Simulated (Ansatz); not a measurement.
# H₄OSiTe (SMILES [SiH3]O[TeH]): functionals against CCSD(T) at one geometry

One table from this session's results is given with a row withheld; the runs are named, their logs left out.

Program: Ansatz 0.2.0, Gaussian basis. Level of theory: single points in def2-TZVPP. These are calculated values, not measurements.

Cores are frozen in the correlated methods. Filled d shells of the heavier atoms are correlated. Core potentials replace the inner electrons past krypton, and spin-orbit coupling is left out.

## The starting structure

7 atoms, charge 0, spin multiplicity 1.

Atoms are counted from 1 here; the program's logs count them from 0.

Bond lengths: Si1–O2 1.673 Å, Si1–H4 1.322 Å, Si1–H5 1.537 Å, Si1–H6 1.351 Å, O2–Te3 2.021 Å, Te3–H7 1.658 Å. Angles: O2–Si1–H4 100.2°, O2–Si1–H5 105.7°, O2–Si1–H6 106.0°, H4–Si1–H5 112.8°, H4–Si1–H6 119.3°, H5–Si1–H6 111.1°, Si1–O2–Te3 134.3°, O2–Te3–H7 88.4°.

Geometry (Å):

```
Si   -0.8675    0.5145   -0.2157
O     0.1204   -0.8356   -0.2354
Te    2.1167   -1.1250   -0.1095
H    -2.0322   -0.0436   -0.4989
H    -0.3516    1.4226   -1.3433
H    -0.6872    1.0902    0.9932
H     1.9756   -1.0475    1.5407
```

The first run:

run/in.yaml

```yaml
crystal:
  periodic: [false, false, false]
  atoms:
    - {symbol: Si, position_ang: [-0.867500, 0.514500, -0.215700]}
    - {symbol: O, position_ang: [0.120400, -0.835600, -0.235400]}
    - {symbol: Te, position_ang: [2.116700, -1.125000, -0.109500]}
    - {symbol: H, position_ang: [-2.032200, -0.043600, -0.498900]}
    - {symbol: H, position_ang: [-0.351600, 1.422600, -1.343300]}
    - {symbol: H, position_ang: [-0.687200, 1.090200, 0.993200]}
    - {symbol: H, position_ang: [1.975600, -1.047500, 1.540700]}
basis:
  gaussian: {orbitals: def2-TZVPP}
correlation: {method: ccsd_t}
output: {forces: true}
```

No record of the launch command was kept for these runs.

Steps of the session up to this table: CCSD(T)/def2-TZVPP; PBE0-D4/def2-TZVPP; wB97M-V/def2-TZVPP; r2SCAN-D4/def2-TZVPP; PBE-D4/def2-TZVPP; B97M-V/def2-TZVPP; revPBE-D4/def2-TZVPP.

One of the session's tables, all rows but one given; the rest of the session is left out.

```
   method  RMS force component (eV/Å)  angle to CCSD(T) forces (°)  dipole (D)
  CCSD(T)                       1.745                    reference        1.02
  PBE0-D4                       1.766                          2.3        1.00
  wB97M-V                           ?                            ?           ?
r2SCAN-D4                       1.739                          3.0        0.92
   PBE-D4                       1.722                          7.9        0.88
   B97M-V                       1.697                          4.8        0.92
revPBE-D4                       1.721                          9.0        0.86
```

Q: Estimate the row for wB97M-V from the others.

The run gave: RMS force component (eV/Å): 1.713; angle to CCSD(T) forces (°): 1.6; dipole (D): 1.09. In the column «RMS force component (eV/Å)» it lies between B97M-V (1.697) and revPBE-D4 (1.721).
